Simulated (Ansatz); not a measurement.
# FePt: the cost of one run

Program: Ansatz 0.2.0. Level of theory: DFT r2SCAN, scalar-relativistic, plane waves, PAW. These are calculated values, not measurements.

**1. The structure to begin with**

Symmetry: P4/mmm, No. 123, tetragonal system. Conventional cell: a = 2.724 Å, b = 2.724 Å, c = 3.720 Å, α = 90.00°, β = 90.00°, γ = 90.00°. Fe (site symmetry 4/mmm) has 8 Pt at 2.68 Å and 4 Fe at 2.72 Å as nearest neighbours. Pt (site symmetry 4/mmm) has 8 Fe at 2.68 Å and 4 Pt at 2.72 Å as nearest neighbours.

As a file:

```
Fe Pt
1.0
     2.72350    0.00000    0.00000
     0.00000    2.72350    0.00000
     0.00000    0.00000    3.72000
Fe Pt
1 1
Direct
  0.00000 0.00000 0.00000
  0.50000 0.50000 0.50000
```

The structure rests on an entry of the Crystallography Open Database; cell or positions may have been set otherwise for this series.

**2. Single point: FePt, moments ++**

input.yaml reads:

```yaml
crystal:
  lattice:
    - [2.7235, 0.0, 0.0]
    - [0.0, 2.7235, 0.0]
    - [0.0, 0.0, 3.72]
  atoms:
    - { symbol: Fe, position: [0.0, 0.0, 0.0], spin: 3.0 }
    - { symbol: Pt, position: [0.5, 0.5, 0.5], spin: 0.3 }
magnetization:
  spin_polarized: true
scf:
  occupations: { method: fermi_dirac, width: 0.05 }
output:
  forces: true
  stress: true
  populations: true
  eigenstates:
    nscf_kmesh: { grid: [24, 24, 18] }
    top_band: c30
    magnetocrystalline_anisotropy: {}
  write_density: true
  write_potential: true
  elf: true
  volumetric_format: npy
hamiltonian:
  xc: r2scan
kpoints:
  mp_grid: { grid: [16, 16, 12] }
```

Launch:

```console
ansatz run input.yaml --threads 2 --pin off --max-ram 6144MiB --backend cpu --events-out ev --progress --plain --runs-dir out
```

Q: Estimate wall time and peak memory on 2 threads of Intel Xeon Platinum 8488C (Sapphire Rapids), shared host.

About 96 s, with a peak of 1.6 GiB.
